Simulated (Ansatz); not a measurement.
# CH5AlF2Si: a ladder of functionals and wavefunction methods

An exercise on one series of results from a longer session: the logs are not shown, and one member is left open.

Method: functionals in def2-TZVPP, the program's frozen cores in correlated methods; program: Ansatz 0.2.0, Gaussian basis.

Plan: PBE-D4, r2SCAN-D4, PBE0-D4, B3LYP-D4, ωB97X-V, ωB97M-V, B2PLYP; CCSD(T)/def2-TZVPP; MP2/def2-QZVPP; extrapolation to the limit.

### The geometry

All runs share one geometry, relaxed beforehand with PBE0-D4 in a triple-zeta def2 set.

SMILES `C[SiH2][Al]([F])[F]`, 10 atoms, charge 0, spin multiplicity 1.

Atoms are counted from 1 here; the program's logs count them from 0.

Bond lengths: C1–Si2 1.877 Å, C1–H6 1.092 Å, C1–H7 1.092 Å, C1–H8 1.092 Å, Si2–Al3 2.436 Å, Si2–H9 1.491 Å, Si2–H10 1.491 Å, Al3–F4 1.647 Å, Al3–F5 1.645 Å. Angles: Si2–C1–H6 110.9°, Si2–C1–H7 110.4°, Si2–C1–H8 110.9°, H6–C1–H7 108.3°, H6–C1–H8 107.9°, H7–C1–H8 108.3°, C1–Si2–Al3 112.5°, C1–Si2–H9 110.6°, C1–Si2–H10 110.6°, Al3–Si2–H9 107.9°, Al3–Si2–H10 108.1°, H9–Si2–H10 106.8°, Si2–Al3–F4 121.3°, Si2–Al3–F5 122.3°, F4–Al3–F5 116.4°.

Set-up of the first run:

File in.yaml:

```yaml
crystal:
  periodic: [false, false, false]
  atoms:
    - {symbol: C, position_ang: [-0.741743, 0.324805, 1.392917]}
    - {symbol: Si, position_ang: [0.272017, 0.747829, -0.128725]}
    - {symbol: Al, position_ang: [0.652209, -1.184114, -1.563286]}
    - {symbol: F, position_ang: [0.013322, -2.658382, -1.201302]}
    - {symbol: F, position_ang: [1.551803, -1.094105, -2.938131]}
    - {symbol: H, position_ang: [-0.236629, -0.428644, 2.000409]}
    - {symbol: H, position_ang: [-0.895366, 1.214313, 2.007775]}
    - {symbol: H, position_ang: [-1.719617, -0.070770, 1.111641]}
    - {symbol: H, position_ang: [-0.412364, 1.795100, -0.940117]}
    - {symbol: H, position_ang: [1.599566, 1.302866, 0.261720]}
basis:
  gaussian: {orbitals: def2-TZVPP}
hamiltonian: {xc: pbe, dispersion: d4}
output: {forces: true, orbitals: {seedname: orbitals}}
```

On the command line:

```
$ ansatz run in.yaml --threads 4 --pin off --events-out ev --progress --plain --max-ram 10444MiB
```

Steps of the session up to this table: PBE-D4 (GGA); r2SCAN-D4 (meta-GGA); PBE0-D4 (hybrid); B3LYP-D4 (hybrid); ωB97X-V (range-separated); ωB97M-V (range-separated); B2PLYP (double hybrid); CCSD(T) in def2-TZVPP; MP2 in def2-QZVPP.

One of the session's tables, all rows but one given; the rest of the session is left out.

```
            method  atomisation energy (eV)
            PBE-D4                   38.036
         r2SCAN-D4                   37.962
           PBE0-D4                   37.507
          B3LYP-D4                   37.692
           ωB97X-V                   37.998
           ωB97M-V                   37.852
            B2PLYP                   37.466
     HF/def2-TZVPP                   28.922
    MP2/def2-TZVPP                   37.738
   CCSD/def2-TZVPP                   36.616
CCSD(T)/def2-TZVPP                   37.056
           MP2/CBS                        ?
       CCSD(T)/CBS                   38.057
```

Q: Estimate the row for MP2/CBS from the others.

**Answer.** atomisation energy (eV): 38.739. In the column «atomisation energy (eV)» it is the highest.
